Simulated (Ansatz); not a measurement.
# In3Se: the cost of one run

Method: DFT PBE+D3(BJ), scalar-relativistic, plane waves, PAW, in Ansatz 0.2.0.

1 further run of the same task is left out (it didn't finish).

## (1) Starting point

Symmetry: Pm-3m, No. 221, cubic system. The conventional cell has a = 4.701 Å, b = 4.701 Å, c = 4.701 Å, α = 90.00°, β = 90.00°, γ = 90.00°. In (site symmetry 4/mmm) is surrounded by 8 In at 3.32 Å and 4 Se at 3.32 Å. Se (site symmetry m-3m) has 12 In at 3.32 Å as nearest neighbours.

Coordinates:

```
In Se
1.0
     4.70090    0.00000    0.00000
     0.00000    4.70090    0.00000
     0.00000    0.00000    4.70090
In Se
3 1
Direct
  0.00000 0.50000 0.50000
  0.50000 0.00000 0.50000
  0.50000 0.50000 0.00000
  0.00000 0.00000 0.00000
```

It goes back to an entry of the Materials Project, which need not be the stable form.

This cell was relaxed beforehand with the same method: volume 25.97 Å³/atom, gap on the mesh none (metal).

## (2) The undisturbed cell

Input file input.yaml:

```yaml
crystal:
  lattice:
    - [4.7008968689, 0.0, 0.0]
    - [0.0, 4.7008968689, 0.0]
    - [0.0, 0.0, 4.7008968689]
  atoms:
    - { symbol: In, position: [0.0, 0.5, 0.5] }
    - { symbol: In, position: [0.5, 0.0, 0.5] }
    - { symbol: In, position: [0.5, 0.5, 0.0] }
    - { symbol: Se, position: [0.0, 0.0, 0.0] }
basis:
  ecutwfc: 420
kpoints:
  mp_grid: { grid: [12, 12, 12] }
hamiltonian:
  xc: pbe
  dispersion: d3bj
scf:
  occupations: { method: gaussian, width: 0.15 }
output:
  forces: true
  stress: true
  eigenvalues: true
```

Run with:

```bash
$ ansatz run input.yaml --threads 1 --pin off --max-ram 2560MiB --backend cpu --events-out ev --progress --plain --runs-dir out
```

Q: Estimate wall time and peak memory on 1 thread of Arm Neoverse V2, shared host.

About 12 s, with a peak of 0.48 GiB.
